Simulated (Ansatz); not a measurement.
**C9H12O: a ladder of functionals and wavefunction methods**

The task here is to estimate one member of a computed series from the others.

Program: Ansatz 0.2.0, Gaussian basis. Level of theory: functionals in def2-TZVPP, the program's frozen cores in correlated methods. These are calculated values, not measurements.

Plan: LDA (SPW92), PBE-D4, revPBE-D4, BLYP-D4, r2SCAN-D4, B97M-V, PBE0-D4, B3LYP-D4, r2SCANh-D4, r2SCAN0-D4, HSE06-D4, BHLYP-D4, CAM-B3LYP-D4, LC-ωPBE, ωB97X-V, ωB97M-V, B2PLYP, PBE-QIDH; CCSD(T)/def2-SVP; CCSD(T)/def2-TZVPP; MP2/def2-QZVPP; extrapolation to the limit; RPA on PBE.

## The geometry

All runs share one geometry, relaxed beforehand with PBE0-D4 in a triple-zeta def2 set.

22 atoms, charge 0, spin multiplicity 1.

Atoms are counted from 1 here; the program's logs count them from 0.

Bond lengths: C1–C2 1.526 Å, C1–H11 1.093 Å, C1–H12 1.092 Å, C1–H13 1.093 Å, C2–C3 1.526 Å, C2–C4 1.510 Å, C2–H14 1.096 Å, C3–H15 1.092 Å, C3–H16 1.093 Å, C3–H17 1.093 Å, C4–C5 1.392 Å, C4–C10 1.389 Å, C5–C6 1.386 Å, C5–H18 1.084 Å, C6–C7 1.385 Å, C6–H19 1.084 Å, C7–C8 1.387 Å, C7–H20 1.083 Å and more. Angles: C2–C1–H11 111.0°, C2–C1–H12 111.3°, C2–C1–H13 110.6°, H11–C1–H12 107.7°, H11–C1–H13 107.7°, H12–C1–H13 108.3°, C1–C2–C3 111.1°, C1–C2–C4 111.5°, C1–C2–H14 107.7°, C3–C2–C4 111.5°, C3–C2–H14 107.7°, C4–C2–H14 107.0°, C2–C3–H15 111.2°, C2–C3–H16 111.0°, C2–C3–H17 110.7°, H15–C3–H16 107.7°, H15–C3–H17 108.3°, H16–C3–H17 107.7° and more.

The first run:

in.yaml

```yaml
crystal:
  periodic: [false, false, false]
  atoms:
    - {symbol: C, position_ang: [0.282502, -1.114457, -2.189841]}
    - {symbol: C, position_ang: [0.156892, -1.314734, -0.682690]}
    - {symbol: C, position_ang: [-1.021660, -2.223461, -0.346888]}
    - {symbol: C, position_ang: [0.063748, 0.004110, 0.045798]}
    - {symbol: C, position_ang: [-0.993217, 0.881273, -0.179931]}
    - {symbol: C, position_ang: [-1.057699, 2.086381, 0.501586]}
    - {symbol: C, position_ang: [-0.080875, 2.443847, 1.415423]}
    - {symbol: C, position_ang: [0.975345, 1.574040, 1.645185]}
    - {symbol: O, position_ang: [1.918730, 1.949066, 2.545818]}
    - {symbol: C, position_ang: [1.042595, 0.364591, 0.962966]}
    - {symbol: H, position_ang: [-0.611421, -0.635245, -2.597290]}
    - {symbol: H, position_ang: [1.139314, -0.483479, -2.435246]}
    - {symbol: H, position_ang: [0.406228, -2.074786, -2.697291]}
    - {symbol: H, position_ang: [1.070335, -1.810287, -0.334509]}
    - {symbol: H, position_ang: [-1.099820, -2.388680, 0.729723]}
    - {symbol: H, position_ang: [-1.963631, -1.784385, -0.685540]}
    - {symbol: H, position_ang: [-0.911545, -3.194587, -0.836637]}
    - {symbol: H, position_ang: [-1.770682, 0.624889, -0.890396]}
    - {symbol: H, position_ang: [-1.884967, 2.763208, 0.318972]}
    - {symbol: H, position_ang: [-0.121364, 3.382878, 1.953403]}
    - {symbol: H, position_ang: [2.586662, 1.260643, 2.607657]}
    - {symbol: H, position_ang: [1.874543, -0.310827, 1.149747]}
basis:
  gaussian: {orbitals: def2-TZVPP}
hamiltonian: {xc: lda}
output: {orbitals: {seedname: orbitals}}
```

Started as:

```sh
> ansatz run in.yaml --threads 4 --pin off --events-out ev --progress --plain --max-ram 46080MiB --backend cuda --devices 0, --max-vram 37GiB
```

Among the steps run: LDA; PBE-D4 (GGA); revPBE-D4 (GGA); BLYP-D4 (GGA); r2SCAN-D4 (meta-GGA); B97M-V (meta-GGA); PBE0-D4 (hybrid); B3LYP-D4 (hybrid); r2SCANh-D4 (hybrid); r2SCAN0-D4 (hybrid); HSE06-D4 (hybrid); BHLYP-D4 (hybrid); CAM-B3LYP-D4 (range-separated); LC-ωPBE (range-separated); ωB97X-V (range-separated); ωB97M-V (range-separated); B2PLYP (double hybrid); PBE-QIDH (double hybrid).

One table of the session follows, with a row left open; its other results are not shown here.

It belongs to the step «Frontier levels by functional». 

```
  functional  HOMO (eV)  gap (eV)
 LDA (SPW92)      -5.56      4.32
      PBE-D4      -5.35      4.36
   revPBE-D4      -5.27      4.37
     BLYP-D4          ?         ?
   r2SCAN-D4      -5.53      4.71
      B97M-V      -5.53      4.78
     PBE0-D4      -6.39      6.29
    B3LYP-D4      -6.18      5.89
  r2SCANh-D4      -5.92      5.43
  r2SCAN0-D4      -6.51      6.50
    HSE06-D4      -5.99      5.52
    BHLYP-D4      -7.25      8.17
CAM-B3LYP-D4      -7.60      8.57
     LC-ωPBE      -8.85     10.84
     ωB97X-V      -8.53     10.50
     ωB97M-V      -8.47     10.35
```

Estimate the missing values for BLYP-D4.

Worked estimate for «HOMO (eV)». Against the share of exact exchange, B3LYP-D4 (0.2, -6.18), BHLYP-D4 (0.5, -7.25) give a slope of -3.57 per unit share; at 0 the line stands at -5.47.

The run gave: HOMO (eV): -5.19; gap (eV): 4.35. In «HOMO (eV)» the line misses by -0.28.
